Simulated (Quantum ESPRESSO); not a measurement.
The system is HPbNO4.

```
H Pb N O
1.0
     4.12040   -0.00081   -0.01120
     0.00404    6.42722    0.05360
     0.02791    3.20707    7.74994
H Pb N O
2 2 2 8
Direct
  0.90366 0.21821 0.48851
  0.40337 0.78177 0.51142
  0.39455 0.30863 0.70725
  0.89489 0.69135 0.29266
  0.63409 0.19990 0.20730
  0.13386 0.80012 0.79275
  0.90829 0.32866 0.54369
  0.53792 0.39076 0.19497
  0.53483 0.11279 0.10602
  0.83718 0.08887 0.32672
  0.40817 0.67132 0.45624
  0.03774 0.60924 0.80520
  0.03429 0.88737 0.89397
  0.33716 0.91101 0.67330
```

The cell was built by a generator and needn't be a form met in nature.

Base run:

```yaml
Program: Quantum ESPRESSO 7.5
Functional: r2SCAN
Potentials_or_basis: SG15 PBE 1.2
Cutoff: 1197 eV
Density_cutoff: 4789 eV
k_mesh: 5 × 4 × 3
Occupations: fermi-dirac, width 0.05 eV
Spin: no spin polarisation
```

Its results: band gap on the k mesh 3.77 eV, indirect (least direct gap 3.84 eV); pressure -3.4 GPa; largest force 0.487 eV/Å.

Question: After a change of settings the same cell gave: band gap on the k mesh 3.23 eV, indirect (least direct gap 3.30 eV); pressure -3.7 GPa; largest force 0.692 eV/Å. Which change was it?
A. functional from r2SCAN to PBE; potentials or basis from SG15 PBE 1.2 to SSSP 1.3 efficiency PBE; cutoff from 1197 eV to 816 eV; density cutoff from 4789 eV to 6531 eV
B. functional from r2SCAN to PBE; potentials or basis from SG15 PBE 1.2 to PseudoDojo 0.4.1 SR PBE standard; cutoff from 1197 eV to 1143 eV; density cutoff from 4789 eV to 4572 eV
C. functional from r2SCAN to PBEsol
D. functional from r2SCAN to LDA

Answer: D.

r2SCAN gives the wider gap, since meta-GGAs in the generalised Kohn-Sham scheme recover part of the derivative discontinuity.

Caveats: the potentials were made for another functional, which shifts forces and pressure; spin-orbit coupling is left out, which as a rule narrows the gap of such compounds by several tenths of an eV.

Not every run made on this cell is shown here.
